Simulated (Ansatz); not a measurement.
# Si₃H₇O radical: small, medium and large basis sets

How large a basis does Si₃H₇O radical need? Two functionals are run in growing sets.

Computed with Ansatz 0.2.0, Gaussian basis. Level: one geometry, several basis sets.

The runs, in order: PBE0-D4/def2-SVP; ωB97M-V/def2-SVP; PBE0-D4/def2-QZVPP; ωB97M-V/def2-QZVPP; the functionals' def2-TZVPP values are taken from earlier runs.

### Step 1. The geometry

An earlier PBE0-D4 in a triple-zeta def2 set relaxation fixed the geometry.

11 atoms, charge 0, spin multiplicity 2.

Atoms are counted from 1 here; the program's logs count them from 0.

Bond lengths: Si1–O2 1.639 Å, Si1–H5 1.485 Å, Si1–H6 1.482 Å, Si1–H7 1.487 Å, O2–Si3 1.643 Å, Si3–Si4 2.341 Å, Si3–H8 1.492 Å, Si4–H9 1.491 Å, Si4–H10 1.488 Å, Si4–H11 1.487 Å. Angles: O2–Si1–H5 110.0°, O2–Si1–H6 108.2°, O2–Si1–H7 109.9°, H5–Si1–H6 109.8°, H5–Si1–H7 109.2°, H6–Si1–H7 109.8°, Si1–O2–Si3 144.1°, O2–Si3–Si4 113.0°, O2–Si3–H8 107.0°, Si4–Si3–H8 113.2°, Si3–Si4–H9 113.8°, Si3–Si4–H10 107.4°, Si3–Si4–H11 109.3°, H9–Si4–H10 109.0°, H9–Si4–H11 108.3°, H10–Si4–H11 109.0°.

As a file:

```
atom    x (Å)    y (Å)    z (Å)
 Si1  -1.7753   1.2023  -0.0805
  O2  -1.2781  -0.2629   0.4610
 Si3  -0.1757  -1.4609   0.2383
 Si4   1.9693  -0.6524  -0.2389
  H5  -2.5711   1.0414  -1.3238
  H6  -2.6103   1.8259   0.9731
  H7  -0.5961   2.0630  -0.3639
  H8  -0.2219  -2.3266   1.4531
  H9   2.5175   0.2550   0.8092
 H10   2.8677  -1.8301  -0.3785
 H11   1.9396   0.0882  -1.5286
```

### Step 2. PBE0-D4 in def2-SVP

File in.yaml:

```yaml
crystal:
  periodic: [false, false, false]
  atoms:
    - {symbol: Si, position_ang: [-1.775335, 1.202317, -0.080469]}
    - {symbol: O, position_ang: [-1.278075, -0.262895, 0.461022]}
    - {symbol: Si, position_ang: [-0.175708, -1.460869, 0.238346]}
    - {symbol: Si, position_ang: [1.969264, -0.652369, -0.238928]}
    - {symbol: H, position_ang: [-2.571098, 1.041426, -1.323763]}
    - {symbol: H, position_ang: [-2.610254, 1.825942, 0.973116]}
    - {symbol: H, position_ang: [-0.596097, 2.063037, -0.363861]}
    - {symbol: H, position_ang: [-0.221903, -2.326603, 1.453053]}
    - {symbol: H, position_ang: [2.517474, 0.255017, 0.809187]}
    - {symbol: H, position_ang: [2.867666, -1.830150, -0.378525]}
    - {symbol: H, position_ang: [1.939566, 0.088245, -1.528576]}
basis:
  gaussian: {orbitals: def2-SVP}
magnetization: {spin_polarized: true, initial_magnetization: 1}
hamiltonian: {xc: pbe0, dispersion: d4}
output: {orbitals: {seedname: orbitals}}
```

After this run come: ωB97M-V in def2-SVP; PBE0-D4 in def2-QZVPP; ωB97M-V in def2-QZVPP.

Q: Predict the results of all the runs planned. Wanted: PBE0-D4: double and triple zeta above quadruple; ωB97M-V: double and triple zeta above quadruple.

**Answer**, as computed:

```
                                       quantity           value
PBE0-D4: double and triple zeta above quadruple  12.07, 0.95 eV
ωB97M-V: double and triple zeta above quadruple  12.12, 0.88 eV
```

PBE0-D4 gains 11.12 eV from double to triple zeta, then 0.95 eV more. Total energies overstate the basis error of differences, where much of it tends to cancel.
